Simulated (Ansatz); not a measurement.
# AsH₃ (SMILES [AsH3]): one structure at several levels

One table from this session's results is given with a row withheld; the runs are named, their logs left out.

The runs use Ansatz 0.2.0, Gaussian basis; single points in def2-TZVPP.

Correlated methods freeze the cores. Filled d shells of the heavier atoms are correlated. B3LYP uses VWN-RPA correlation.

## Starting geometry

SMILES `[AsH3]`, 4 atoms, charge 0, spin multiplicity 1.

Atoms are counted from 1 here; the program's logs count them from 0.

Bond lengths: As1–H2 1.577 Å, As1–H3 1.587 Å, As1–H4 1.511 Å. Angles: H2–As1–H3 88.3°, H2–As1–H4 87.9°, H3–As1–H4 89.6°.

Coordinates:

```xyz
4
charge 0, multiplicity 1
As   -0.2505    0.5772   -0.3976
H     0.3890    0.6321    1.0429
H    -1.0975   -0.6785    0.0767
H     0.8739   -0.3479   -0.8008
```

The first run:

The input, run/in.yaml:

```yaml
crystal:
  periodic: [false, false, false]
  atoms:
    - {symbol: As, position_ang: [-0.250500, 0.577200, -0.397600]}
    - {symbol: H, position_ang: [0.389000, 0.632100, 1.042900]}
    - {symbol: H, position_ang: [-1.097500, -0.678500, 0.076700]}
    - {symbol: H, position_ang: [0.873900, -0.347900, -0.800800]}
basis:
  gaussian: {orbitals: def2-TZVPP}
correlation: {method: ccsd_t}
output: {forces: true}
```

No record of the launch command was kept for these runs.

Among the steps run: CCSD(T)/def2-TZVPP; PBE0-D4/def2-TZVPP; wB97M-V/def2-TZVPP; r2SCAN-D4/def2-TZVPP; PBE-D4/def2-TZVPP; B3LYP-D4/def2-TZVPP; HSE06-D4/def2-TZVPP.

One of the session's tables, all rows but one given; the rest of the session is left out.

```
   method  RMS force component (eV/Å)  angle to CCSD(T) forces (°)  dipole (D)
  CCSD(T)                       0.654                    reference        0.21
  PBE0-D4                           ?                            ?           ?
  wB97M-V                       0.672                          1.3        0.14
r2SCAN-D4                       0.605                          4.2        0.24
   PBE-D4                       0.473                         18.8        0.17
 B3LYP-D4                       0.577                          6.4        0.12
 HSE06-D4                       0.607                          4.6        0.21
```

Estimate the missing values for PBE0-D4.

The run gave: RMS force component (eV/Å): 0.610; angle to CCSD(T) forces (°): 4.4; dipole (D): 0.21. In the column «RMS force component (eV/Å)» it lies between HSE06-D4 (0.607) and CCSD(T) (0.654).

Limits of these values: CCSD(T) in triple zeta still lacks some correlation energy of the bonds, so part of these gaps is its own basis error and they don't rank the functionals.
